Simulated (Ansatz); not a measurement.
# C₂H₅BF₂O: one species, many methods

How much do the methods differ for C₂H₅BF₂O? The plan is to run it at one geometry with functionals of several rungs and with coupled cluster. The yardstick is the atomisation energy at the CCSD(T) limit.

Program: Ansatz 0.2.0, Gaussian basis. Level of theory: functionals in def2-TZVPP, the program's frozen cores in correlated methods. These are calculated values, not measurements.

Plan: PBE-D4, r2SCAN-D4, PBE0-D4, B3LYP-D4, ωB97X-V, ωB97M-V, B2PLYP; CCSD(T)/def2-TZVPP; MP2/def2-QZVPP; extrapolation to the limit.

### 1 The relaxed structure

All runs share one geometry, relaxed beforehand with PBE0-D4 in a triple-zeta def2 set.

SMILES `CBC(O)(F)F`, 11 atoms, charge 0, spin multiplicity 1.

Atoms are counted from 1 here; the program's logs count them from 0.

Bond lengths: C1–B2 1.539 Å, C1–H7 1.090 Å, C1–H8 1.091 Å, C1–H9 1.104 Å, B2–C3 1.598 Å, B2–H10 1.199 Å, C3–O4 1.369 Å, C3–F5 1.379 Å, C3–F6 1.348 Å, O4–H11 0.963 Å. Angles: B2–C1–H7 114.8°, B2–C1–H8 114.1°, B2–C1–H9 104.1°, H7–C1–H8 111.0°, H7–C1–H9 106.1°, H8–C1–H9 105.7°, C1–B2–C3 122.5°, C1–B2–H10 123.2°, C3–B2–H10 114.3°, B2–C3–O4 113.4°, B2–C3–F5 107.7°, B2–C3–F6 114.5°, O4–C3–F5 109.7°, O4–C3–F6 105.5°, F5–C3–F6 105.8°, C3–O4–H11 108.3°.

Coordinates:

```csv
atom,x (Å),y (Å),z (Å)
C1,-0.0948,-0.2965,1.6056
B2,0.4462,-0.3328,0.1652
C3,-0.2045,0.5225,-1.0176
O4,-0.5236,-0.2272,-2.1183
F5,0.6975,1.5050,-1.3687
F6,-1.3384,1.1686,-0.6819
H7,0.1488,-1.1722,2.2078
H8,-1.1572,-0.0573,1.6764
H9,0.4347,0.5531,2.0713
H10,1.4095,-0.9697,-0.1576
H11,0.2470,-0.7504,-2.3617
```

### 2 PBE-D4 (GGA)

File in.yaml:

```yaml
crystal:
  periodic: [false, false, false]
  atoms:
    - {symbol: C, position_ang: [-0.094781, -0.296482, 1.605649]}
    - {symbol: B, position_ang: [0.446193, -0.332827, 0.165212]}
    - {symbol: C, position_ang: [-0.204458, 0.522524, -1.017618]}
    - {symbol: O, position_ang: [-0.523620, -0.227178, -2.118255]}
    - {symbol: F, position_ang: [0.697508, 1.505039, -1.368676]}
    - {symbol: F, position_ang: [-1.338404, 1.168597, -0.681853]}
    - {symbol: H, position_ang: [0.148846, -1.172185, 2.207784]}
    - {symbol: H, position_ang: [-1.157247, -0.057298, 1.676386]}
    - {symbol: H, position_ang: [0.434746, 0.553073, 2.071284]}
    - {symbol: H, position_ang: [1.409474, -0.969650, -0.157636]}
    - {symbol: H, position_ang: [0.247044, -0.750413, -2.361678]}
basis:
  gaussian: {orbitals: def2-TZVPP}
hamiltonian: {xc: pbe, dispersion: d4}
output: {forces: true, orbitals: {seedname: orbitals}}
```

Run with:

```console
> ansatz run in.yaml --threads 4 --pin off --events-out ev --progress --plain --max-ram 10444MiB
```

Further steps of the session: r2SCAN-D4 (meta-GGA); PBE0-D4 (hybrid); B3LYP-D4 (hybrid); ωB97X-V (range-separated); ωB97M-V (range-separated); B2PLYP (double hybrid); CCSD(T) in def2-TZVPP; MP2 in def2-QZVPP.

Before running them: what should the planned runs give, taken together? Wanted: atomisation energy, CCSD(T)/CBS; farthest; mean size of error, hybrid; mean size of error, range-separated; gap, smallest and largest; T1 diagnostic; triples share of the correlation energy.

The runs gave:

| quantity | value |
| --- | --- |
| atomisation energy, CCSD(T)/CBS | 4275.3 kJ/mol |
| functionals within 21.4 kJ/mol (0.5 %) | B3LYP-D4 |
| farthest | PBE-D4 (+146.0 kJ/mol) |
| mean size of error, hybrid | 19.0 kJ/mol |
| mean size of error, range-separated | 27.4 kJ/mol |
| gap, smallest and largest | 4.47 eV (PBE-D4), 11.78 eV (ωB97X-V) |
| T1 diagnostic | 0.0126 |
| triples share of the correlation energy | 3.3 % |

**Reading.** PBE-D4 misses by +146.0 kJ/mol. Double hybrids carry the basis error of their MP2 part in triple zeta, and no dispersion term here, so their miss is partly the set-up's. Misses under about 21.4 kJ/mol are within the doubt on the reference itself, which lacks core-valence correlation, relativity and higher excitations. Hartree-Fock recovers 72 % of the binding; the rest is correlation. The gap grows from 4.5 to 11.8 eV across the functionals, mostly with the share of exact exchange.
